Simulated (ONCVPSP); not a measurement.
**Pseudopotential generation for Hg: ONCV, PBE**

Do these settings give a usable potential? It is generated, then checked for transferability, scattering, ghosts and hardness.

The numbers are computed with ONCVPSP 4.0.1 (PBE, scalar-relativistic, spin-unpolarised reference atom).

### Step 1. The atom and the settings

Typed settings, in words:

| Property | Result |
| --- | --- |
| element | mercury (Hg, Z = 80) |
| type | optimised norm-conserving Vanderbilt (ONCV) |
| frozen core | [Kr] 4d10 4f14 5s2 |
| valence charge | 18 |
| reference configuration | 5p6 5d10 6s2 |
| partial waves | 6s: rc 2.00 bohr, ncon 4, nbas 8, qcut 2.7 1/bohr, 2 projectors, debl 0.6 Ha; 5p: rc 1.55 bohr, ncon 3, nbas 6, qcut 7.4 1/bohr, 1 projector; 5d: rc 2.00 bohr, ncon 3, nbas 6, qcut 8.6 1/bohr, 2 projectors, debl 3.1 Ha; f scattering state at 0.06 Ha: rc 1.85 bohr, ncon 3, nbas 7, qcut 5.4 1/bohr, 2 projectors, debl 3.6 Ha |
| local potential | polynomial inside 1.10 bohr (lpopt 5, dvloc0 0 Ha) |
| core correction | Teter function, fcfact 5, rcfact 1.4 |

An earlier all-electron run gives the scale for the radii.

All-electron outer shells of the reference configuration (PBE, scalar-relativistic, ld1.x):

```csv
shell,level (eV),outermost node (bohr),outermost maximum (bohr)
4f,-95.89,–,0.37
5p,-66.52,0.51,0.93
5d,-9.86,0.55,1.17
6s,-6.82,1.08,2.21
6p,-1.05,1.28,3.34
```

### Step 2. Generating the potential

The input, Hg.dat:

```
# ATOM AND REFERENCE CONFIGURATION
# atsym  z   nc   nv     iexc    psfile
  Hg 80.00   11    3        4      upf
#
#   n    l    f
    1    0    2.00
    2    0    2.00
    2    1    6.00
    3    0    2.00
    3    1    6.00
    3    2   10.00
    4    0    2.00
    4    1    6.00
    4    2   10.00
    4    3   14.00
    5    0    2.00
    5    1    6.00
    5    2   10.00
    6    0    2.00
#
# PSEUDOPOTENTIAL AND OPTIMIZATION
# lmax
    3
#
#   l,   rc,      ep,       ncon, nbas, qcut
    0    2.00    0.00    4    8    2.70
    1    1.55    0.00    3    6    7.40
    2    2.00    0.00    3    6    8.60
    3    1.85    0.06    3    7    5.40
#
# LOCAL POTENTIAL
# lloc, lpopt,  rc(5),   dvloc0
    4    5    1.10    0.00
#
# VANDERBILT-KLEINMAN-BYLANDER PROJECTORs
# l, nproj, debl
    0    2    0.60
    1    1    1.10
    2    2    3.10
    3    2    3.60
#
# MODEL CORE CHARGE
# icmod, fcfact, rcfact
    3    5.00    1.40
#
# LOG DERIVATIVE ANALYSIS
# epsh1, epsh2, depsh
   -4.00    5.00    0.02
#
# OUTPUT GRID
# rlmax, drl
    6.00    0.01
#
# TEST CONFIGURATIONS
# ncnf
    4
# nvcnf
#   n    l    f
    3
    5    1    6.00
    5    2   10.00
    6    0    1.00
#
    3
    5    1    6.00
    5    2   10.00
    6    0    0.00
#
    3
    5    1    6.00
    5    2    9.00
    6    0    0.00
#
    4
    5    1    6.00
    5    2   10.00
    6    0    1.00
    6    1    1.00
#
```

Launch:

```console
oncvpsp.x < Hg.dat > Hg.out
```

What does the calculation give? Wanted: cutoffs for 1 and 0.1 mHa per electron, occupied waves; bound ghosts; GHOST(+) flags; largest test error; largest phase difference near zero energy, channels read; rms error of d²Exc/dn², without and with the model core.

**Answer**, as computed:

```
                                                quantity                           value
  cutoffs for 1 and 0.1 mHa per electron, occupied waves                 21 Ha and 33 Ha
                                            bound ghosts                 s at -205.02 eV
                                          GHOST(+) flags                     f at 304 eV
                            largest test error (AE − PS)  +198 meV, for 5p6 5d10 6s1 6p1
largest phase difference near zero energy, channels read                       0.083 rad
 rms error of d²Exc/dn², without and with the model core               4.03 and 0.74 mHa
```

It has a bound ghost (s), a state that the atom doesn't have, and that rules the file out. The worst unpolarised test, 5p6 5d10 6s1 6p1, is off by 198 meV on 6.0 eV; by total energies transferability rates as poor. By its cutoff, 21 Ha for the looser tolerance, it is of middling hardness. At the looser tolerance the 5d wave is the slowest; 5p needs 16 Ha. Near zero energy the largest phase difference among the channels read is 0.08 rad, in the p channel. The program also flags highly localised states, GHOST(+) (f). All of this concerns the isolated atom, not yet a solid.
